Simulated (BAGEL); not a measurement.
# HF/STO-3G (density fitting with qzvpp-jkfit) run of CH3BO (Borane carbonyl)

Aim: the electronic atomisation energy of CH3BO (Borane carbonyl) at HF/STO-3G (density fitting with qzvpp-jkfit), from 5 runs. 

The results are computed with BAGEL 1.2.2.

17 further runs of the same task are left out: 1 that didn't finish, 16 set aside as unsound or not needed.

## 1. The structure to begin with

CH3BO: 6 atoms, total charge 0, spin state singlet. SMILES: `[BH3-]C#[O+]`. The coordinates come from a GFN2-xTB relaxation.

Bond lengths: B1–C2 1.473 Å, C2–O3 1.142 Å, B1–H4 1.186 Å, B1–H5 1.187 Å, B1–H6 1.188 Å. Angles: B1–C2–O3 178.8°, C2–B1–H4 107.2°, C2–B1–H5 106.3°, C2–B1–H6 105.3°, H4–B1–H5 112.5°, H4–B1–H6 112.5°, H5–B1–H6 112.4°.

## 2. The energy at HF/STO-3G (density fitting with qzvpp-jkfit)

File job.json:

```json
{ "bagel": [

{
  "title": "molecule",
  "basis": "sto-3g",
  "df_basis": "qzvpp-jkfit",
  "angstrom": true,
  "geometry": [
    { "atom": "B", "xyz": [      -0.267820,       0.395530,      -0.192970 ] },
    { "atom": "C", "xyz": [       0.482140,      -0.749160,       0.351570 ] },
    { "atom": "O", "xyz": [       1.081050,      -1.621230,       0.782350 ] },
    { "atom": "H", "xyz": [      -1.421210,       0.151210,      -0.065180 ] },
    { "atom": "H", "xyz": [       0.052740,       0.493160,      -1.331590 ] },
    { "atom": "H", "xyz": [       0.073090,       1.330480,       0.455820 ] }
  ]
},

{ "title": "hf" },

{ "title": "print", "file": "orbitals.molden", "orbitals": true }

]}
```

Run with:

```console
$ BAGEL_NUM_THREADS=1 BAGEL job.json > job.out
```

The program printed:

```text
* using 1 threads per process

  ===============================================================
  ===============================================================

  *** Geometry ***

  { "atom" : "B", "xyz" : [     -0.506106,      0.747443,     -0.364660 ] },
  { "atom" : "C", "xyz" : [      0.911113,     -1.415707,      0.664371 ] },
  { "atom" : "O", "xyz" : [      2.042888,     -3.063681,      1.478427 ] },
  { "atom" : "H", "xyz" : [     -2.685698,      0.285745,     -0.123172 ] },
  { "atom" : "H", "xyz" : [      0.099664,      0.931937,     -2.516340 ] },
  { "atom" : "H", "xyz" : [      0.138120,      2.514243,      0.861375 ] },

  Number of auxiliary basis functions:      281

  Since a DF basis is specified, we compute 2- and 3-index integrals:
    o Being stored without compression. Storage requirement is 0.001 GB

  Number of basis functions:       18
  Number of electrons      :       22

    * METHOD: MOLECULE                             0.04

  *** RHF ***

  === Nuclear Repulsion ===
    57.0839460165

      * DIIS with orbital gradients will be used.

  === RHF iteration (sto-3g) ===
      0       -137.24331116          0.03106588           0.00
      1       -137.28731644          0.02510418           0.00
      2       -137.32299758          0.00213273           0.00
      3       -137.32352696          0.00032125           0.00
      4       -137.32354368          0.00007075           0.00
      5       -137.32354478          0.00001821           0.00
      6       -137.32354487          0.00000212           0.00
      7       -137.32354487          0.00000057           0.00
      8       -137.32354487          0.00000031           0.00
      9       -137.32354487          0.00000020           0.00
     10       -137.32354487          0.00000003           0.00
     11       -137.32354487          0.00000001           0.00
    * SCF iteration converged.

    * Permanent dipole moment:
           (   -0.546582,     0.843333,    -0.397929) a.u.

    * METHOD: HF                                   0.05

    * METHOD: PRINT                                0.00

  ===============================================================
```

Wall time 0.4 s (1 thread of Intel Xeon 6975P-C (Granite Rapids), shared host); peak memory 0.08 GiB.

## 3. The B atom at the same level

File input.json:

```json
{ "bagel": [

{
  "title": "molecule",
  "basis": "sto-3g",
  "df_basis": "qzvpp-jkfit",
  "angstrom": "true",
  "geometry": [
    { "atom": "B", "xyz": [       0.000000,       0.000000,       0.000000 ] }
  ]
},

{ "title": "uhf", "nopen": 1 },

{ "title": "print", "file": "orbitals.molden", "orbitals": "true" }

]}
```

Run the same way, it converges to -24.14912 Eh (log not shown).

## 4. The C atom, same level

File input.json:

```json
{ "bagel" : [

{
  "title" : "molecule",
  "basis" : "sto-3g",
  "df_basis" : "qzvpp-jkfit",
  "angstrom" : true,
  "geometry" : [
    { "atom" : "C", "xyz" : [    0.000000,    0.000000,    0.000000 ] }
  ]
},
{
  "title" : "uhf",
  "nopen" : 2
},
{
  "title" : "print",
  "file" : "orbitals.molden",
  "orbitals" : true
}

]}
```

Run with:

```console
$ BAGEL_NUM_THREADS=1 BAGEL input.json > input.out
```

The program printed:

```text
* using 1 threads per process

  ===============================================================
  ===============================================================

  *** Geometry ***

  { "atom" : "C", "xyz" : [      0.000000,      0.000000,      0.000000 ] },

  Number of auxiliary basis functions:       75

  Since a DF basis is specified, we compute 2- and 3-index integrals:
    o Being stored without compression. Storage requirement is 0.000 GB

  Number of basis functions:        5
  Number of electrons      :        6

    * METHOD: MOLECULE                             0.02

  *** Open-shell HF ***

  === Nuclear Repulsion ===
     0.0000000000

      * DIIS with orbital gradients will be used.

  === UHF iteration (sto-3g) ===
      0        -37.19852448          0.00000000           0.00
    * SCF iteration converged.

    * S^2 (UHF) is 2.0000

    * Permanent dipole moment:
           (    0.000000,     0.000000,    -0.000000) a.u.

    * METHOD: UHF                                  0.02

    * METHOD: PRINT                                0.00

  ===============================================================
```

Wall time 0.36 s (1 thread of Intel Xeon 6975P-C (Granite Rapids), shared host); peak memory 0.08 GiB.

## 5. The H atom

File input.json:

```json
{ "bagel": [

{
  "title": "molecule",
  "basis": "sto-3g",
  "df_basis": "qzvpp-jkfit",
  "angstrom": true,
  "geometry": [
    { "atom": "H", "xyz": [    0.000000,    0.000000,    0.000000 ] }
  ]
},
{ "title": "uhf", "nopen": 1 },
{ "title": "print", "file": "orbitals.molden", "orbitals": true }

]}
```

Run the same way, it converges to -0.46658 Eh (log not shown).

## 6. The O atom, same level

File calc.json:

```json
{ "bagel" : [

{
  "title" : "molecule",
  "basis" : "sto-3g",
  "df_basis" : "qzvpp-jkfit",
  "angstrom" : true,
  "geometry" : [
    { "atom" : "O", "xyz" : [       0.000000,       0.000000,       0.000000 ] }
  ]
},

{
  "title" : "uhf",
  "nopen" : 2
},

{
  "title" : "print",
  "file" : "orbitals.molden",
  "orbitals" : true
}

]}
```

Run with:

```console
$ BAGEL_NUM_THREADS=1 BAGEL calc.json > calc.out
```

The program printed:

```text
* using 1 threads per process

  ===============================================================
  ===============================================================

  *** Geometry ***

  { "atom" : "O", "xyz" : [      0.000000,      0.000000,      0.000000 ] },

  Number of auxiliary basis functions:       77

  Since a DF basis is specified, we compute 2- and 3-index integrals:
    o Being stored without compression. Storage requirement is 0.000 GB

  Number of basis functions:        5
  Number of electrons      :        8

    * METHOD: MOLECULE                             0.01

  *** Open-shell HF ***

  === Nuclear Repulsion ===
     0.0000000000

      * DIIS with orbital gradients will be used.

  === UHF iteration (sto-3g) ===
      0        -73.80421832          0.00000000           0.00
    * SCF iteration converged.

    * S^2 (UHF) is 2.0000

    * Permanent dipole moment:
           (   -0.000000,     0.000000,     0.000000) a.u.

    * METHOD: UHF                                  0.01

    * METHOD: PRINT                                0.00

  ===============================================================
```

Wall time 0.32 s (1 thread of Intel Xeon 6975P-C (Granite Rapids), shared host); peak memory 0.08 GiB.

## 7. Results

Level: HF/STO-3G (density fitting with qzvpp-jkfit).

| quantity | value |
| --- | --- |
| molecule: total energy | -137.32354 Eh |
| molecule: dipole moment | 2.75 D |
| molecule: HOMO energy | -11.10 eV |
| molecule: LUMO energy | 5.42 eV |
| molecule: HOMO–LUMO gap | 16.52 eV |
| B atom: total energy | -24.14912 Eh |
| B atom: dipole moment | 0.00 D |
| B atom: ⟨S²⟩ | 0.750 |
| C atom: total energy | -37.19852 Eh |
| C atom: dipole moment | 0.00 D |
| C atom: ⟨S²⟩ | 2.000 |
| H atom: total energy | -0.46658 Eh |
| H atom: dipole moment | 0.00 D |
| H atom: ⟨S²⟩ | 0.750 |
| O atom: total energy | -73.80422 Eh |
| O atom: dipole moment | 0.00 D |
| O atom: ⟨S²⟩ | 2.000 |
| electronic atomisation energy | 21.006 eV |

What this shows: Taking the molecule apart into free atoms costs 21.01 eV (2027 kJ/mol), before zero-point energy and without spin-orbit coupling. Hartree–Fock lacks the correlation of the bonding pairs, which as a rule makes this value much too low; in minimal bases other errors can mask that. In a minimal basis such a difference can be off by several eV, whatever the method.
